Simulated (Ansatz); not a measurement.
# CoBi: equation of state

How stiff is CoBi, and at what volume does the pressure vanish? The cell is scaled evenly, atoms carried along, and solved with LAPW, PAW and all-electron datasets made for the crystal.

Computed with Ansatz 0.2.0 (DFT PBE, scalar-relativistic, unless a step's input says otherwise).

1 further run of the same task is left out (set aside as unsound or not needed).

## (1) The system as given

Symmetry: F-43m, No. 216, cubic system. The conventional cell has a = 5.874 Å, b = 5.874 Å, c = 5.874 Å, α = 90.00°, β = 90.00°, γ = 90.00°. Co (site symmetry -43m) is surrounded by 4 Bi at 2.54 Å. Bi (site symmetry -43m) has 4 Co at 2.54 Å as nearest neighbours.

Structure file:

```cif
data_structure
_symmetry_space_group_name_H-M 'P 1'
_symmetry_Int_Tables_number 1
_cell_length_a 4.1536
_cell_length_b 4.1536
_cell_length_c 4.1536
_cell_angle_alpha 60.000
_cell_angle_beta 60.000
_cell_angle_gamma 60.000
_cell_volume 50.67
loop_
_atom_site_label
_atom_site_type_symbol
_atom_site_fract_x
_atom_site_fract_y
_atom_site_fract_z
_atom_site_occupancy
Co1 Co 0.00000 0.00000 0.00000 1
Bi1 Bi 0.25000 0.25000 0.25000 1
```

The cell was relaxed by PAW from a hypothetical start (zincblende type); it needn't be the stable phase of this composition.

Atoms are numbered in the order of the input: Co1, Bi2.

## (2) Volume × 0.95, LAPW

input.yaml reads:

```yaml
crystal:
  lattice:
    - [0.0, 2.8872182618, 2.8872182618]
    - [2.8872182618, 0.0, 2.8872182618]
    - [2.8872182618, 2.8872182618, 0.0]
  atoms:
    - { symbol: Co, position: [0.0, 0.0, 0.0], spin: 2.0 }
    - { symbol: Bi, position: [0.25, 0.25, 0.25] }
magnetization:
  spin_polarized: true
kpoints:
  mp_grid: { grid: [9, 9, 9] }
scf:
  occupations: { method: fermi_dirac, width: 0.08 }
hamiltonian:
  xc: pbe
  pseudopotentials: { kind: all_electron, lapw: { basis_error: 0.0005 } }
output:
  forces: true
  stress: true
  eigenvalues: true
```

## (3) Volume × 0.95, PAW

Changes to input.yaml since step 2:

```diff
@@ -16,3 +16,3 @@
   xc: pbe
-  pseudopotentials: { kind: all_electron, lapw: { basis_error: 0.0005 } }
+  pseudopotentials: { kind: paw }
 output:
@@ -21 +21,2 @@
   eigenvalues: true
+  efg: { contact_densities: true }
```

## (4) Volume × 0.95, crystal datasets

Changes to input.yaml since step 3:

```diff
@@ -16,3 +16,3 @@
   xc: pbe
-  pseudopotentials: { kind: paw }
+  pseudopotentials: { kind: all_electron, datasets: crystal }
 output:
```

## (5) Volume × 0.975, LAPW

input.yaml reads:

```yaml
crystal:
  lattice:
    - [0.0, 2.9123257678, 2.9123257678]
    - [2.9123257678, 0.0, 2.9123257678]
    - [2.9123257678, 2.9123257678, 0.0]
  atoms:
    - { symbol: Co, position: [0.0, 0.0, 0.0], spin: 2.0 }
    - { symbol: Bi, position: [0.25, 0.25, 0.25] }
magnetization:
  spin_polarized: true
kpoints:
  mp_grid: { grid: [9, 9, 9] }
scf:
  occupations: { method: fermi_dirac, width: 0.08 }
hamiltonian:
  xc: pbe
  pseudopotentials: { kind: all_electron, lapw: { basis_error: 0.0005 } }
output:
  forces: true
  stress: true
  eigenvalues: true
```

## (6) Volume × 0.975, PAW

Changes to input.yaml since step 5:

```diff
@@ -16,3 +16,3 @@
   xc: pbe
-  pseudopotentials: { kind: all_electron, lapw: { basis_error: 0.0005 } }
+  pseudopotentials: { kind: paw }
 output:
@@ -21 +21,2 @@
   eigenvalues: true
+  efg: { contact_densities: true }
```

## (7) Volume × 1.025, LAPW

input.yaml reads:

```yaml
crystal:
  lattice:
    - [0.0, 2.9612815629, 2.9612815629]
    - [2.9612815629, 0.0, 2.9612815629]
    - [2.9612815629, 2.9612815629, 0.0]
  atoms:
    - { symbol: Co, position: [0.0, 0.0, 0.0], spin: 2.0 }
    - { symbol: Bi, position: [0.25, 0.25, 0.25] }
magnetization:
  spin_polarized: true
kpoints:
  mp_grid: { grid: [9, 9, 9] }
scf:
  occupations: { method: fermi_dirac, width: 0.08 }
hamiltonian:
  xc: pbe
  pseudopotentials: { kind: all_electron, lapw: { basis_error: 0.0005 } }
output:
  forces: true
  stress: true
  eigenvalues: true
```

## (8) Volume × 1.025, PAW

Changes to input.yaml since step 7:

```diff
@@ -16,3 +16,3 @@
   xc: pbe
-  pseudopotentials: { kind: all_electron, lapw: { basis_error: 0.0005 } }
+  pseudopotentials: { kind: paw }
 output:
@@ -21 +21,2 @@
   eigenvalues: true
+  efg: { contact_densities: true }
```

## (9) Volume × 1.05, LAPW

input.yaml reads:

```yaml
crystal:
  lattice:
    - [0.0, 2.9851638972, 2.9851638972]
    - [2.9851638972, 0.0, 2.9851638972]
    - [2.9851638972, 2.9851638972, 0.0]
  atoms:
    - { symbol: Co, position: [0.0, 0.0, 0.0], spin: 2.0 }
    - { symbol: Bi, position: [0.25, 0.25, 0.25] }
magnetization:
  spin_polarized: true
kpoints:
  mp_grid: { grid: [9, 9, 9] }
scf:
  occupations: { method: fermi_dirac, width: 0.08 }
hamiltonian:
  xc: pbe
  pseudopotentials: { kind: all_electron, lapw: { basis_error: 0.0005 } }
output:
  forces: true
  stress: true
  eigenvalues: true
```

## (10) Volume × 1.05, PAW

Changes to input.yaml since step 9:

```diff
@@ -16,3 +16,3 @@
   xc: pbe
-  pseudopotentials: { kind: all_electron, lapw: { basis_error: 0.0005 } }
+  pseudopotentials: { kind: paw }
 output:
@@ -21 +21,2 @@
   eigenvalues: true
+  efg: { contact_densities: true }
```

## (11) Volume × 1.05, crystal datasets

Changes to input.yaml since step 10:

```diff
@@ -16,3 +16,3 @@
   xc: pbe
-  pseudopotentials: { kind: paw }
+  pseudopotentials: { kind: all_electron, datasets: crystal }
 output:
```

(Steps that only read results are left out.)

Q: Predict the outcome of this session. Wanted: equilibrium volume; bulk modulus (for each run or level that gives them).

**Answer**, as computed:

```
                      quantity           value
     equilibrium volume (LAPW)  25.337 Å³/atom
           bulk modulus (LAPW)          66 GPa
its pressure derivative (LAPW)             4.8
      equilibrium volume (PAW)  25.337 Å³/atom
            bulk modulus (PAW)          66 GPa
 its pressure derivative (PAW)             4.8
```

In words: By LAPW, the pressure vanishes at 25.34 Å³/atom (less than 0.1 % from the starting cell) and the bulk modulus there is 66 GPa (Birch-Murnaghan, third order). PAW's volume lies less than 0.01 % and its modulus less than 0.1 % from LAPW's. No thermal or zero-point expansion is included. Spin-orbit coupling is left out, though the cell holds Bi; in elements this heavy it can shift bands and gaps by tenths of an eV.
